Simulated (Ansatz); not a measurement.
# CH₆OSi₂: from a rough start to a minimum

What shape does CH₆OSi₂ take? The plan is to relax it, check the end point by its vibrations and derive ideal-gas thermochemistry, and look at its orbitals and charge.

Computed with Ansatz 0.2.0, Gaussian basis. Level: RKS PBE0-D4/def2-TZVP.

Plan: relaxation at PBE-D4/def2-SVP; relaxation at PBE0-D4/def2-TZVP; harmonic vibrations at the same level; a single point in def2-TZVPP for the fields.

## (1) The starting structure

SMILES `[SiH3]C1O[SiH2]1`, 10 atoms, charge 0, spin multiplicity 1.

Atoms are counted from 1 here; the program's logs count them from 0.

Bond lengths: Si1–C2 1.807 Å, Si1–H5 1.547 Å, Si1–H6 1.502 Å, Si1–H7 1.487 Å, C2–O3 1.401 Å, C2–Si4 1.838 Å, C2–H8 1.045 Å, O3–Si4 1.576 Å, Si4–H9 1.420 Å, Si4–H10 1.518 Å. Angles: C2–Si1–H5 108.5°, C2–Si1–H6 113.3°, C2–Si1–H7 115.8°, H5–Si1–H6 104.5°, H5–Si1–H7 105.7°, H6–Si1–H7 108.2°, Si1–C2–O3 118.0°, Si1–C2–Si4 113.2°, Si1–C2–H8 117.3°, O3–C2–Si4 56.3°, O3–C2–H8 118.3°, Si4–C2–H8 119.7°, C2–O3–Si4 76.0°, C2–Si4–O3 47.7°, C2–Si4–H9 121.5°, C2–Si4–H10 115.6°, O3–Si4–H9 112.1°, O3–Si4–H10 108.9° and more.

The start is a force-field geometry with small random shifts, so a cheaper pass at PBE-D4/def2-SVP comes first.

## (2) Geometry optimisation, PBE-D4/def2-SVP (cheap first pass)

File in.yaml:

```yaml
crystal:
  periodic: [false, false, false]
  atoms:
    - {symbol: Si, position_ang: [-0.051900, 1.409100, 0.274900]}
    - {symbol: C, position_ang: [-0.080900, -0.345800, 0.705000]}
    - {symbol: O, position_ang: [1.061900, -1.108600, 0.432900]}
    - {symbol: Si, position_ang: [0.083600, -1.451500, -0.754200]}
    - {symbol: H, position_ang: [-1.439600, 1.801600, -0.284100]}
    - {symbol: H, position_ang: [0.143800, 2.307200, 1.462200]}
    - {symbol: H, position_ang: [0.929600, 1.802500, -0.771100]}
    - {symbol: H, position_ang: [-0.688000, -0.632500, 1.505700]}
    - {symbol: H, position_ang: [0.564200, -0.969200, -2.000400]}
    - {symbol: H, position_ang: [-0.439800, -2.864100, -0.568000]}
basis:
  gaussian: {orbitals: def2-SVP}
hamiltonian: {xc: pbe, dispersion: d4}
relax: {f_tol: 0.03, max_steps: 200}
```

Command:

```sh
$ ansatz run in.yaml --threads 2 --pin off --events-out ev --progress --plain --max-ram 4352MiB
```

Standard output (excerpt; [...] marks lines left out):

```text
Functional definition: PBE
  name "PBE"
  cite "Perdew, Burke & Ernzerhof, Phys. Rev. Lett. 77, 3865 (1996) doi:10.1103/PhysRevLett.77.3865"
  parent pbe
[...]
1041 factors; their error is unknown
[...]
mean field -18915.72892249 eV, -695.1402163601 hartree, gradient 2.1e-5 eV, S^2 0.000000; 0 other end points of the search recorded, 0 dependent functions left out
[...]
reference -18915.72895867 eV, -695.1402176896 hartree; 24, 24 occupied and 70, 70 virtual orbitals, 1041 factors
relax step   1: F+E_penalty+E_count = -18915.94911805 eV  Δ(F+E_penalty+E_count) = +0.000e0 eV  max|allowed force component| = 4.912e0 eV/Å  Δτ_max = 0.0000 Å  (26 SCF iters, accepted)
[...]
relax step   3: F+E_penalty+E_count = -18916.75990570 eV  Δ(F+E_penalty+E_count) = -1.811e-1 eV  max|allowed force component| = 3.682e-1 eV/Å  Δτ_max = 0.1452 Å  (28 SCF iters, accepted)
[...]
relax step   5: F+E_penalty+E_count = -18916.77739259 eV  Δ(F+E_penalty+E_count) = -1.749e-2 eV  max|allowed force component| = 6.246e-2 eV/Å  Δτ_max = 0.0745 Å  (30 SCF iters, accepted)
[...]
relax step   7: F+E_penalty+E_count = -18916.78558844 eV  Δ(F+E_penalty+E_count) = -2.761e-3 eV  max|allowed force component| = 7.126e-2 eV/Å  Δτ_max = 0.0885 Å  (28 SCF iters, accepted)
[...]
relax step   9: F+E_penalty+E_count = -18916.78649436 eV  Δ(F+E_penalty+E_count) = +2.967e-4 eV  max|allowed force component| = 6.588e-2 eV/Å  Δτ_max = 0.0277 Å  (30 SCF iters, rejected (line search))
[...]
relax step  10: F+E_penalty+E_count = -18916.78722687 eV  Δ(F+E_penalty+E_count) = -4.358e-4 eV  max|allowed force component| = 8.760e-3 eV/Å  Δτ_max = 0.0134 Å  (30 SCF iters, accepted)
1041 factors; their error is unknown
[...]
mean field -18916.57246183 eV, -695.1712158590 hartree, gradient 8.1e-6 eV, S^2 0.000000; 1 other end points of the search recorded, 0 dependent functions left out
[...]
reference -18916.57249867 eV, -695.1712172129 hartree; 24, 24 occupied and 70, 70 virtual orbitals, 1041 factors
Total energy: -18916.78726371 eV, -695.1791096825 hartree
Atom 0 at    -0.132051     1.534891     0.273695 Å, force     0.000788    -0.002480     0.003370 eV/Å
Atom 1 at    -0.243587    -0.328365     0.571346 Å, force    -0.004519     0.004458    -0.008760 eV/Å
Atom 2 at     1.083959    -1.010501     0.648023 Å, force     0.001779    -0.001941    -0.002547 eV/Å
Atom 3 at     0.209489    -1.569004    -0.712937 Å, force    -0.002786     0.001335     0.004877 eV/Å
Atom 4 at    -1.513476     2.090259     0.045270 Å, force     0.000831    -0.001142     0.001109 eV/Å
Atom 5 at     0.489772     2.235345     1.451853 Å, force     0.001350     0.002681    -0.000866 eV/Å
Atom 6 at     0.715348     1.786063    -0.943432 Å, force     0.000518     0.002322    -0.000402 eV/Å
Atom 7 at    -0.941888    -0.662896     1.368707 Å, force    -0.001918    -0.003056     0.003405 eV/Å
Atom 8 at     0.711173    -1.152898    -2.057842 Å, force     0.001797    -0.001910     0.000164 eV/Å
Atom 9 at    -0.295838    -2.974193    -0.641784 Å, force     0.002161    -0.000267    -0.000350 eV/Å
Dipole moment:    -0.260531    -0.165640    -0.234065 e Å
```

Run time: 13 s. Hardware: 2 threads of AMD EPYC 7B13, shared host.

The steps of the relaxation: (the energy doesn't fall at every step)

```tsv
step	energy from step 1 (eV)	largest force component (eV/Å)
1	0.0000	4.9116
2	-0.6296	2.4843
3	-0.8108	0.3682
4	-0.7426	0.7994
5	-0.8283	0.0625
6	-0.8337	0.0486
7	-0.8365	0.0713
8	-0.8377	0.0507
9	-0.8374	0.0659
10	-0.8381	0.0088
```

Close pairs (by a distance rule), those that changed most:

```tsv
bond	before (Å)	after (Å)	change (Å)
O3–Si4	1.576	1.711	+0.135
C2–O3	1.401	1.495	+0.094
Si1–C2	1.807	1.890	+0.083
Si4–H9	1.420	1.495	+0.074
C2–H8	1.045	1.111	+0.067
Si1–H5	1.547	1.506	-0.040
Si4–H10	1.518	1.495	-0.023
Si1–H7	1.487	1.504	+0.017
```

## (3) Optimising with PBE0-D4/def2-TZVP

File in.yaml:

```yaml
crystal:
  periodic: [false, false, false]
  atoms:
    - {symbol: Si, position_ang: [-0.132051, 1.534891, 0.273695]}
    - {symbol: C, position_ang: [-0.243587, -0.328365, 0.571346]}
    - {symbol: O, position_ang: [1.083959, -1.010501, 0.648023]}
    - {symbol: Si, position_ang: [0.209489, -1.569004, -0.712937]}
    - {symbol: H, position_ang: [-1.513476, 2.090259, 0.045270]}
    - {symbol: H, position_ang: [0.489772, 2.235345, 1.451853]}
    - {symbol: H, position_ang: [0.715348, 1.786063, -0.943432]}
    - {symbol: H, position_ang: [-0.941888, -0.662896, 1.368707]}
    - {symbol: H, position_ang: [0.711173, -1.152898, -2.057842]}
    - {symbol: H, position_ang: [-0.295838, -2.974193, -0.641784]}
basis:
  gaussian: {orbitals: def2-TZVP}
hamiltonian: {xc: pbe0, dispersion: d4}
relax: {f_tol: 0.005, max_steps: 150}
```

Launched as before.

Standard output (excerpt; [...] marks lines left out):

```text
Functional definition: PBE0
  name "PBE0"
  cite "Adamo & Barone, J. Chem. Phys. 110, 6158 (1999) doi:10.1063/1.478522"
  cite "Perdew, Burke & Ernzerhof, Phys. Rev. Lett. 77, 3865 (1996) doi:10.1103/PhysRevLett.77.3865"
  parent pbe
[...]
1131 factors; their error is unknown
[...]
mean field -18927.62659939 eV, -695.5774479214 hartree, gradient 2.5e-5 eV, S^2 0.000000; 0 other end points of the search recorded, 0 dependent functions left out
[...]
reference -18927.62663483 eV, -695.5774492240 hartree; 24, 24 occupied and 148, 148 virtual orbitals, 1131 factors
relax step   1: F+E_penalty+E_count = -18927.80790487 eV  Δ(F+E_penalty+E_count) = +0.000e0 eV  max|allowed force component| = 1.078e0 eV/Å  Δτ_max = 0.0000 Å  (26 SCF iters, accepted)
[...]
Atom 0 at    -0.128802     1.521376     0.272078 Å, force    -0.001749    -0.000121     0.000080 eV/Å
Atom 1 at    -0.252149    -0.319140     0.552737 Å, force     0.003035     0.000936    -0.002317 eV/Å
Atom 2 at     1.069743    -1.014605     0.624569 Å, force     0.000136    -0.000646    -0.000108 eV/Å
Atom 3 at     0.212647    -1.548218    -0.692110 Å, force    -0.003874     0.001420     0.000221 eV/Å
Atom 4 at    -1.498036     2.060905     0.052111 Å, force    -0.000226     0.001479    -0.000038 eV/Å
Atom 5 at     0.482194     2.212731     1.438385 Å, force     0.000341    -0.001203     0.000079 eV/Å
Atom 6 at     0.704794     1.777568    -0.931617 Å, force    -0.000007     0.000510     0.000522 eV/Å
Atom 7 at    -0.921933    -0.650598     1.348451 Å, force     0.000083    -0.001515    -0.000698 eV/Å
Atom 8 at     0.710017    -1.156108    -2.027391 Å, force     0.001075    -0.000872     0.000684 eV/Å
Atom 9 at    -0.295573    -2.935210    -0.634314 Å, force     0.001186     0.000011     0.001576 eV/Å
Dipole moment:    -0.268945    -0.172126    -0.239984 e Å
```

Run time: 22 s. Hardware: 2 threads of AMD EPYC 7B13, shared host.

Step by step:

```tsv
step	energy from step 1 (eV)	largest force component (eV/Å)
1	0.0000	1.0783
2	-0.0511	0.7707
3	-0.0683	0.0910
4	-0.0689	0.0734
5	-0.0691	0.0141
6	-0.0691	0.0039
```

Close pairs (by a distance rule), those that changed most:

```tsv
bond	before (Å)	after (Å)	change (Å)
O3–Si4	1.711	1.659	-0.052
C2–Si4	1.842	1.810	-0.032
Si1–C2	1.890	1.866	-0.024
C2–H8	1.111	1.092	-0.020
Si1–H5	1.506	1.488	-0.018
Si1–H6	1.505	1.487	-0.018
Si1–H7	1.504	1.486	-0.018
Si4–H10	1.495	1.478	-0.017
```

Mulliken charges at the end point, from the run's report:

```tsv
atom	value (e)
Si1	0.17
C2	-0.18
O3	-0.37
Si4	0.34
H5	-0.03
H6	-0.02
H7	-0.02
H8	0.13
H9	-0.01
H10	-0.01
```

## (4) Harmonic vibrations

File in.yaml:

```yaml
crystal:
  periodic: [false, false, false]
  atoms:
    - {symbol: Si, position_ang: [-0.128802, 1.521376, 0.272078]}
    - {symbol: C, position_ang: [-0.252149, -0.319140, 0.552737]}
    - {symbol: O, position_ang: [1.069743, -1.014605, 0.624569]}
    - {symbol: Si, position_ang: [0.212647, -1.548218, -0.692110]}
    - {symbol: H, position_ang: [-1.498036, 2.060905, 0.052111]}
    - {symbol: H, position_ang: [0.482194, 2.212731, 1.438385]}
    - {symbol: H, position_ang: [0.704794, 1.777568, -0.931617]}
    - {symbol: H, position_ang: [-0.921933, -0.650598, 1.348451]}
    - {symbol: H, position_ang: [0.710017, -1.156108, -2.027391]}
    - {symbol: H, position_ang: [-0.295573, -2.935210, -0.634314]}
basis:
  gaussian: {orbitals: def2-TZVP}
hamiltonian: {xc: pbe0, dispersion: d4}
phonons: {temperatures: {t_min: 298.15, t_max: 900, t_step: 200}}
```

The command is unchanged.

Standard output (excerpt; [...] marks lines left out):

```text
Functional definition: PBE0
  name "PBE0"
  cite "Adamo & Barone, J. Chem. Phys. 110, 6158 (1999) doi:10.1063/1.478522"
  cite "Perdew, Burke & Ernzerhof, Phys. Rev. Lett. 77, 3865 (1996) doi:10.1103/PhysRevLett.77.3865"
  parent pbe
[...]
1131 factors; their error is unknown
[...]
mean field -18927.69477719 eV, -695.5799534096 hartree, gradient 2.3e-5 eV, S^2 0.000000; 0 other end points of the search recorded, 0 dependent functions left out
[...]
reference -18927.69481235 eV, -695.5799547015 hartree; 24, 24 occupied and 148, 148 virtual orbitals, 1131 factors
[...]
1131 factors; their error is unknown
mean field -18927.69467151 eV, -695.5799495257 hartree, gradient 1.8e-6 eV, S^2 0.000000; 0 other end points of the search recorded, 0 dependent functions left out
[...]
reference -18927.69470666 eV, -695.5799508176 hartree; 24, 24 occupied and 148, 148 virtual orbitals, 1131 factors
[...]
Atom 2 at     1.069743    -1.014605     0.624569 Å, force     0.000111    -0.000654    -0.000123 eV/Å
Atom 3 at     0.212647    -1.548218    -0.692110 Å, force    -0.003845     0.001448     0.000228 eV/Å
Atom 4 at    -1.498036     2.060905     0.052111 Å, force    -0.000230     0.001479    -0.000036 eV/Å
Atom 5 at     0.482194     2.212731     1.438385 Å, force     0.000343    -0.001200     0.000084 eV/Å
Atom 6 at     0.704794     1.777568    -0.931617 Å, force    -0.000017     0.000504     0.000534 eV/Å
Atom 7 at    -0.921933    -0.650598     1.348451 Å, force     0.000075    -0.001521    -0.000683 eV/Å
Atom 8 at     0.710017    -1.156108    -2.027391 Å, force     0.001071    -0.000878     0.000687 eV/Å
Atom 9 at    -0.295573    -2.935210    -0.634314 Å, force     0.001182    -0.000001     0.001580 eV/Å
Dipole moment:    -0.268945    -0.172127    -0.239984 e Å
Vibrations: 144.08 164.82 212.05 483.80 552.79 601.86 641.72 673.45 759.01 769.68 832.33 916.71 930.64 941.47 957.44 988.75 1074.84 1235.50 2219.71 2224.64 2229.67 2259.74 2277.06 3101.00 cm⁻¹, zero-point energy 1.685736 eV
```

Wall time 2.2 min (2 threads of AMD EPYC 7B13, shared host).

Motions are named by where the mode's potential energy lies. Wavenumbers, unscaled:

```tsv
mode	cm⁻¹	motion
1	144	torsion
2	165	bend
3	212	bend with torsion
4	484	bend with Si–C stretch
5	553	bend with Si–C stretch
6	602	bend
7	642	bend
8	673	bend
9	759	bend with torsion
10	770	bend
11	832	bend with Si–C stretch
12	917	bend
13	931	bend with torsion
14	941	bend with torsion
15	957	bend
16	989	bend with torsion
17	1075	Si–C and C–O stretch
18	1236	bend
19	2220	Si–H stretch
20	2225	Si–H stretch
21	2230	Si–H stretch
22	2260	Si–H stretch
23	2277	Si–H stretch
24	3101	C–H stretch
```

From these modes and the moments of inertia (298.15 K, 1 bar, symmetry number 1):

```tsv
term	value
zero-point energy	38.9 kcal/mol
H(298) − E	43.2 kcal/mol
entropy, translation	165.0 J/(mol K)
entropy, rotation	108.4 J/(mol K)
entropy, vibration	46.1 J/(mol K)
entropy, total	319.6 J/(mol K)
```

## (5) A single point for the fields

in.yaml: that of step 4 with these lines changed.

```diff
@@ -14,4 +14,4 @@
 basis:
-  gaussian: {orbitals: def2-TZVP}
+  gaussian: {orbitals: def2-TZVPP}
 hamiltonian: {xc: pbe0, dispersion: d4}
-phonons: {temperatures: {t_min: 298.15, t_max: 900, t_step: 200}}
+output: {orbitals: {seedname: orbitals}}
```

Same command.

Standard output:

```text
Functional definition: PBE0
  name "PBE0"
  cite "Adamo & Barone, J. Chem. Phys. 110, 6158 (1999) doi:10.1063/1.478522"
  cite "Perdew, Burke & Ernzerhof, Phys. Rev. Lett. 77, 3865 (1996) doi:10.1103/PhysRevLett.77.3865"
  parent pbe
  parameter a = 0.25
  parameter kappa = 0.804
  parameter beta = 0.06672455060314922
  exchange = (1 - a)*pbe_x(kappa = kappa, mu = beta*pi^2/3) + a*exact_x
  correlation = pbe_c(beta = beta)
1267 factors; their error is unknown
mean field evaluation 1: about -18921.8229 eV, gradient 5.3e1 eV
mean field evaluation 2: about -18905.1288 eV, gradient 1.0e2 eV
mean field evaluation 4: about -18927.5473 eV, gradient 8.7e0 eV
mean field evaluation 8: about -18927.6964 eV, gradient 4.8e-2 eV
mean field evaluation 16: about -18927.7305 eV, gradient 7.5e-5 eV
mean field -18927.73047296 eV, -695.5812652047 hartree, gradient 7.5e-5 eV, S^2 0.000000; 0 other end points of the search recorded, 0 dependent functions left out
reference -18927.73050760 eV, -695.5812664779 hartree; 24, 24 occupied and 206, 206 virtual orbitals, 1267 factors
Total energy: -18927.91278473 eV, -695.5879650389 hartree
```

Wall time 3.2 s (2 threads of AMD EPYC 7B13, shared host); peak memory 0.52 GiB.

Orbitals, density, ELF and potential are computed afterwards from the orbital file.

Frontier orbitals at PBE0-D4/def2-TZVPP, with the share of their density that lies nearest to each atom:

```tsv
orbital	energy (eV)	lies on
HOMO	-7.67	C2 33 %; O3 27 %; Si4 18 %
LUMO	-0.72	Si4 30 %; H9, H10 about 20 % each; O3 12 %
```

ELF in a plane through or near 6 of the atoms.

Values, 10 rows by 14 columns:
```
0.00 0.00 0.00 0.00 0.00 0.00 0.00 0.00 0.00 0.00 0.00 0.00 0.00 0.00
0.00 0.00 0.00 0.00 0.00 0.00 0.01 0.04 0.00 0.00 0.00 0.00 0.00 0.00
0.00 0.00 0.00 0.00 0.00 0.00 0.63 0.93 0.30 0.00 0.00 0.00 0.00 0.00
0.00 0.00 0.01 0.19 0.17 0.08 0.70 0.98 0.36 0.03 0.58 0.90 0.06 0.00
0.00 0.00 0.07 0.55 0.59 0.17 0.89 0.60 0.58 0.19 0.99 1.00 0.64 0.00
0.00 0.00 0.03 0.31 0.16 0.52 0.68 0.63 0.19 0.83 0.75 0.96 0.41 0.00
0.00 0.00 0.00 0.05 0.72 0.89 0.62 0.04 0.67 0.80 0.58 0.06 0.01 0.00
0.00 0.00 0.00 0.08 0.98 1.00 0.93 0.01 0.98 1.00 0.98 0.04 0.00 0.00
0.00 0.00 0.00 0.00 0.42 0.79 0.23 0.00 0.48 0.89 0.50 0.00 0.00 0.00
0.00 0.00 0.00 0.00 0.00 0.00 0.00 0.00 0.00 0.00 0.00 0.00 0.00 0.00
```
The map spans 11.1 Å across and 8.6 Å up, centred on the molecule. Atoms in the plane (x, y in Å): Si1 (-1.5, -0.2), C2 (0.1, 0.7), Si4 (1.7, -0.2), H7 (-1.4, -1.6), H8 (0.2, 1.7), H9 (1.7, -1.7).

log10 of the density (e/Å³) in the same plane.

Values, 10 rows by 14 columns:
```
-4.0 -4.0 -4.0 -4.0 -4.0 -4.0 -4.0 -4.0 -4.0 -4.0 -4.0 -4.0 -4.0 -4.0
-4.0 -4.0 -4.0 -4.0 -4.0 -3.8 -3.1 -2.8 -3.2 -4.0 -4.0 -4.0 -4.0 -4.0
-4.0 -4.0 -4.0 -3.4 -3.1 -2.7 -1.7 -1.3 -1.9 -2.9 -3.2 -3.4 -4.0 -4.0
-4.0 -3.8 -2.9 -2.0 -1.6 -1.4 -0.5  0.1 -0.8 -1.6 -1.5 -1.9 -2.8 -3.8
-4.0 -3.4 -2.4 -1.2 -0.5 -0.5  0.1  1.4 -0.2 -0.5 -0.3 -0.9 -2.2 -3.4
-4.0 -3.5 -2.4 -1.2  0.0  1.9 -0.3 -0.3 -0.1  1.5 -0.3 -1.0 -2.3 -3.4
-4.0 -3.9 -2.9 -1.7 -0.6 -0.1 -0.7 -1.3 -0.5 -0.1 -0.8 -1.9 -3.0 -3.9
-4.0 -4.0 -3.5 -2.3 -1.1 -0.4 -1.1 -1.9 -0.8 -0.2 -1.1 -2.5 -3.7 -4.0
-4.0 -4.0 -4.0 -3.2 -2.4 -2.1 -2.4 -2.8 -2.2 -1.9 -2.4 -3.3 -4.0 -4.0
-4.0 -4.0 -4.0 -4.0 -3.7 -3.5 -3.7 -3.9 -3.5 -3.4 -3.6 -4.0 -4.0 -4.0
```
The map spans 11.1 Å across and 8.6 Å up, centred on the molecule. Atoms in the plane (x, y in Å): Si1 (-1.5, -0.2), C2 (0.1, 0.7), Si4 (1.7, -0.2), H7 (-1.4, -1.6), H8 (0.2, 1.7), H9 (1.7, -1.7).

On the surface of density 0.002 e/bohr³ the electrostatic potential runs, from the 1st to the 99th percentile, from -1.41 V near O3 to 1.66 V near Si4.

## (6) Outcome

```
                  quantity            value
               point group               C1
                     steps           10 + 6
shift from the start (rms)          0.264 Å
              total energy   -18927.8771 eV
           dispersion term         -182 meV
             dipole moment           1.92 D
lowest, highest wavenumber   144, 3101 cm⁻¹
         zero-point energy    38.9 kcal/mol
       entropy at 298.15 K  319.6 J/(mol K)
                HOMO, LUMO  -7.67, -0.72 eV
```

What this shows: The atoms moved 0.26 Å (rms) from the start; the bond that changed most is C2–O3, from 1.401 to 1.495 Å. All wavenumbers are real, so the end point is a minimum. The stiffest mode, 3101 cm⁻¹, is a C–H stretch, and 2 modes under 200 cm⁻¹ make the vibrational entropy uncertain. Harmonic hybrid wavenumbers usually lie a few per cent above measured fundamentals. The largest Mulliken charge, -0.37 e, sits on O3. The HOMO lies mostly on C2 33 %; O3 27 % and the LUMO on Si4 30 %; H9, H10 about 20 % each.
